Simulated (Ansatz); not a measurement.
# InO2: the cost of one run

Program: Ansatz 0.2.0, Gaussian basis. Level of theory: def2-SVP, all electrons in the functionals, frozen cores in the correlation of double hybrids and RPA. These are calculated values, not measurements.

The runs, in order: wB97M-V, B2PLYP, at 1.520 Å; 1.699 Å; 1.862 Å; 2.088 Å; 2.311 Å; 2.607 Å; 2.960 Å; 3.379 Å; 4.047 Å; 4.953 Å; 6.468 Å.

28 further runs of the same task are left out: 8 for a known fault of the program, 2 for a mislabelled method, 14 that didn't finish, 4 set aside as unsound or not needed.

## Step 1: What is computed

The geometry derives from a PBE0/def2-TZVP stationary point (not a proven minimum). One bond is set to the value named and the two fragments are kept rigid. No spin-orbit coupling is included. Elements past krypton take def2 core potentials.

3 atoms, charge 0, spin multiplicity 2.

Atoms are counted from 1 here; the program's logs count them from 0.

Bond lengths: In1–O2 1.862 Å, In1–O3 1.862 Å. Angles: O2–In1–O3 180.0°.

No dispersion term is added; wB97M-V holds VV10 nonlocal correlation.

The geometry shown and the zero of energy belong to the point 1.862 Å. The yardstick, UCCSD(T), and other wave-function levels (R restricted, U unrestricted, valence and pair active spaces) come from earlier runs.

## Step 2: wB97M-V, 1.520 Å

Input file in.yaml:

```yaml
crystal:
  periodic: [false, false, false]
  atoms:
    - {symbol: In, position_ang: [0.000000, 0.000000, -0.114115]}
    - {symbol: O, position_ang: [0.000000, 0.000000, -1.634115]}
    - {symbol: O, position_ang: [0.000000, 0.000000, 1.748230]}
basis:
  gaussian: {orbitals: def2-SVP}
magnetization: {spin_polarized: true, initial_magnetization: 1}
hamiltonian: {xc: {name: wB97M-V}}
output: {orbitals: {seedname: orbitals}}
```

Command:

```sh
$ ansatz run in.yaml --threads 1 --pin off --events-out ev --progress --plain --max-ram 2393MiB
```

What time and memory should one allow on 1 thread of Intel Xeon Platinum 8375C at 2.90GHz, shared host?

About 9 s, with a peak of 0.25 GiB.
